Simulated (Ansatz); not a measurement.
# LuZn2: the cost of one run

Program: Ansatz 0.2.0. Level of theory: DFT PBEsol, scalar-relativistic, plane waves, PAW. These are calculated values, not measurements.

### Step 1. The system as given

The cell holds 25 atoms (LiLu8Zn16): a = 8.036 Å, b = 8.036 Å, c = 8.570 Å, α = 105.82°, β = 105.82°, γ = 114.73°.

As a file:

```cif
data_structure
_symmetry_space_group_name_H-M 'P 1'
_symmetry_Int_Tables_number 1
_cell_length_a 8.0356
_cell_length_b 8.0356
_cell_length_c 8.5698
_cell_angle_alpha 105.824
_cell_angle_beta 105.824
_cell_angle_gamma 114.733
_cell_volume 433.61
loop_
_atom_site_label
_atom_site_type_symbol
_atom_site_fract_x
_atom_site_fract_y
_atom_site_fract_z
_atom_site_occupancy
Lu1 Lu 0.14085 0.39085 0.53170 1
Lu2 Lu 0.89085 0.64085 0.03170 1
Lu3 Lu 0.64085 0.89085 0.53170 1
Lu4 Lu 0.41294 0.14270 0.05100 1
Lu5 Lu 0.10915 0.35915 0.96830 1
Lu6 Lu 0.85915 0.60915 0.46830 1
Lu7 Lu 0.60915 0.85915 0.96830 1
Lu8 Lu 0.35877 0.10858 0.47344 1
Zn1 Zn 0.06113 0.10455 0.16568 1
Zn2 Zn 0.81113 0.35455 0.66568 1
Zn3 Zn 0.56113 0.60455 0.16568 1
Zn4 Zn 0.31113 0.85455 0.66568 1
Zn5 Zn 0.18887 0.64545 0.33432 1
Zn6 Zn 0.93887 0.89545 0.83432 1
Zn7 Zn 0.68910 0.14157 0.33073 1
Zn8 Zn 0.43887 0.39545 0.83432 1
Zn9 Zn 0.85455 0.31113 0.16568 1
Zn10 Zn 0.60455 0.56113 0.66568 1
Zn11 Zn 0.35455 0.81113 0.16568 1
Zn12 Zn 0.10455 0.06113 0.66568 1
Zn13 Zn 0.38760 0.43691 0.32259 1
Zn14 Zn 0.14545 0.68887 0.83432 1
Zn15 Zn 0.89545 0.93887 0.33432 1
Zn16 Zn 0.64545 0.18887 0.83432 1
Li1 Li 0.50878 0.25297 0.34281 1
```

The host was relaxed before at PBEsol: a = 4.381 Å, b = 6.827 Å, c = 7.497 Å, α = 90.00°, β = 90.00°, γ = 90.00° (conventional cell), 18.687 Å³/atom.

Places, in fractions of the supercell: Li as an interstitial at (0.500, 0.250, 0.333). Its neighbours start displaced at random, with a spread of 0.05 Å in each coordinate.

### Step 2. The perfect crystal in the supercell of 24 atoms

input.yaml

```yaml
crystal:
  lattice:
    - [4.3333428338, -6.7670884848, 0.0]
    - [4.3333428338, 6.7670884848, 0.0]
    - [-4.3333428338, 0.0, 7.3934588932]
  atoms:
    - { symbol: Lu, position: [0.1408511771, 0.3908511771, 0.5317023543] }
    - { symbol: Lu, position: [0.8908511771, 0.6408511771, 0.0317023543] }
    - { symbol: Lu, position: [0.6408511771, 0.8908511771, 0.5317023543] }
    - { symbol: Lu, position: [0.3908511771, 0.1408511771, 0.0317023543] }
    - { symbol: Lu, position: [0.1091488229, 0.3591488229, 0.9682976457] }
    - { symbol: Lu, position: [0.8591488229, 0.6091488229, 0.4682976457] }
    - { symbol: Lu, position: [0.6091488229, 0.8591488229, 0.9682976457] }
    - { symbol: Lu, position: [0.3591488229, 0.1091488229, 0.4682976457] }
    - { symbol: Zn, position: [0.0611292892, 0.104548812, 0.1656781012] }
    - { symbol: Zn, position: [0.8111292892, 0.354548812, 0.6656781012] }
    - { symbol: Zn, position: [0.5611292892, 0.604548812, 0.1656781012] }
    - { symbol: Zn, position: [0.3111292892, 0.854548812, 0.6656781012] }
    - { symbol: Zn, position: [0.1888707108, 0.645451188, 0.3343218988] }
    - { symbol: Zn, position: [0.9388707108, 0.895451188, 0.8343218988] }
    - { symbol: Zn, position: [0.6888707108, 0.145451188, 0.3343218988] }
    - { symbol: Zn, position: [0.4388707108, 0.395451188, 0.8343218988] }
    - { symbol: Zn, position: [0.854548812, 0.3111292892, 0.1656781012] }
    - { symbol: Zn, position: [0.604548812, 0.5611292892, 0.6656781012] }
    - { symbol: Zn, position: [0.354548812, 0.8111292892, 0.1656781012] }
    - { symbol: Zn, position: [0.104548812, 0.0611292892, 0.6656781012] }
    - { symbol: Zn, position: [0.395451188, 0.4388707108, 0.3343218988] }
    - { symbol: Zn, position: [0.145451188, 0.6888707108, 0.8343218988] }
    - { symbol: Zn, position: [0.895451188, 0.9388707108, 0.3343218988] }
    - { symbol: Zn, position: [0.645451188, 0.1888707108, 0.8343218988] }
basis:
  ecutwfc: 420
  xc_grid: 2
kpoints:
  mp_grid: { grid: [3, 3, 3], shift: [0.0, 0.0, 0.0] }
hamiltonian:
  xc: pbesol
scf:
  occupations: { method: gaussian, width: 0.05 }
output:
  forces: true
  stress: true
  eigenvalues: true
```

Started as:

```console
ansatz run input.yaml --threads 8 --pin off --max-ram 14336MiB --backend cpu --events-out ev --progress --plain --runs-dir out
```

Q: Estimate wall time and peak memory on 8 threads of Arm Neoverse V2, shared host.

About 9.7 s, with a peak of 3.6 GiB.
